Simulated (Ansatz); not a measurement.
# TaSi6: the cost of one run

Computed with Ansatz 0.2.0 (DFT PBE, scalar-relativistic, plane waves, PAW, unless a step's input says otherwise).

2 further runs of the same task are left out: 1 that didn't finish, 1 set aside as unsound or not needed.

## 1. Starting point

It takes space group Pm-3m (No. 221, cubic). Conventional cell: a = 4.646 Å, b = 4.646 Å, c = 4.646 Å, α = 90.00°, β = 90.00°, γ = 90.00°. Ta (site symmetry m-3m) has 24 Si at 3.41 Å as nearest neighbours. Si (site symmetry 4mm) is surrounded by 5 Si at 1.84 to 1.99 Å.

As a file:

```xyz
7
Lattice="4.6464 0.0000 0.0000 0.0000 4.6464 0.0000 0.0000 0.0000 4.6464" Properties=species:S:1:pos:R:3 pbc="T T T"
Ta    0.0000    0.0000    0.0000
Si    0.9177    2.3232    2.3232
Si    2.3232    0.9177    2.3232
Si    3.7288    2.3232    2.3232
Si    2.3232    3.7288    2.3232
Si    2.3232    2.3232    0.9177
Si    2.3232    2.3232    3.7288
```

Recipe of the guess: species swapped into a database cell of LaB6 (Pm-3m, No. 221), with Ta on the La sites and Si on the B sites. Lengths come from tabulated atomic sizes and are only a guess.

## 2. A first look at the guess

input.yaml

```yaml
crystal:
  lattice:
    - [4.64644313, 0.0, 0.0]
    - [0.0, 4.64644313, 0.0]
    - [0.0, 0.0, 4.64644313]
  atoms:
    - { symbol: Ta, position: [0.0, 0.0, 0.0] }
    - { symbol: Si, position: [0.19750001, 0.5, 0.5] }
    - { symbol: Si, position: [0.5, 0.19750001, 0.5] }
    - { symbol: Si, position: [0.80249999, 0.5, 0.5] }
    - { symbol: Si, position: [0.5, 0.80249999, 0.5] }
    - { symbol: Si, position: [0.5, 0.5, 0.19750001] }
    - { symbol: Si, position: [0.5, 0.5, 0.80249999] }
basis:
  ecutwfc: 420
kpoints:
  mp_grid: { grid: [4, 4, 4] }
hamiltonian:
  xc: pbe
scf:
  occupations: { method: gaussian, width: 0.1 }
  lower_state_search: "off"
output:
  forces: true
  stress: true
  eigenvalues: true
```

Started as:

```
$ ansatz run input.yaml --threads 1 --pin off --max-ram 2048MiB --backend cpu --events-out ev --progress --plain --runs-dir out
```

What time and memory should one allow on 1 thread of Arm Neoverse V2, shared host?

About 1.7 s, with a peak of 0.33 GiB.
